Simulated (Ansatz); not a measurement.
La3Hf:

```xyz
4
Lattice="5.0451 0.0000 0.0000 0.0000 5.0451 0.0000 0.0000 0.0000 5.0451" Properties=species:S:1:pos:R:3 pbc="T T T"
Hf    0.0000    0.0000    0.0000
La    2.5226    2.5226    0.0000
La    2.5226    0.0000    2.5226
La    0.0000    2.5226    2.5226
```

The cell comes from a database or a generator and needn't be the stable form of this composition.

- Program: Ansatz 0.2.0
- Task: relaxation of cell and atoms
- Functional: PBEsol
- Potentials or basis: Ansatz PAW
- Cutoff: 420 eV (not typed: the program's choice for these potentials)
- k mesh: 5 × 5 × 5
- Occupations: fermi-dirac, width 0.05 eV
- Spin: no spin polarisation

At the start: volume 32.10 Å³/atom.

Task: How do energy, volume and symmetry change on relaxing?

Result: It ends after 4 steps and the volume is 29.93 Å³/atom (-6.8 %); space group Pm-3m (No. 221, to 0.05 Å).

The path:
```
step  energy change (eV)  largest force (eV/Å)  volume (Å³)
   1              0.0000                0.0000       128.42
   2             -0.0771                0.0000       119.27
   3             -0.0773                0.0000       119.72
   4             -0.0768                0.0000       119.72
```

Final structure:
```
Hf La
1.0
     4.92864    0.00000    0.00000
     0.00000    4.92864    0.00000
     0.00000    0.00000    4.92864
Hf La
1 3
Direct
  0.00000 0.00000 0.00000
  0.50000 0.50000 0.00000
  0.50000 0.00000 0.50000
  0.00000 0.50000 0.50000
```

Caveat: the plane-wave basis is chosen anew once the cell has moved, so the energies of steps on either side of that aren't comparable; the PAW data sets come from PBE, with cores solved anew for the run's functional, which leaves a small shift of forces and pressure.
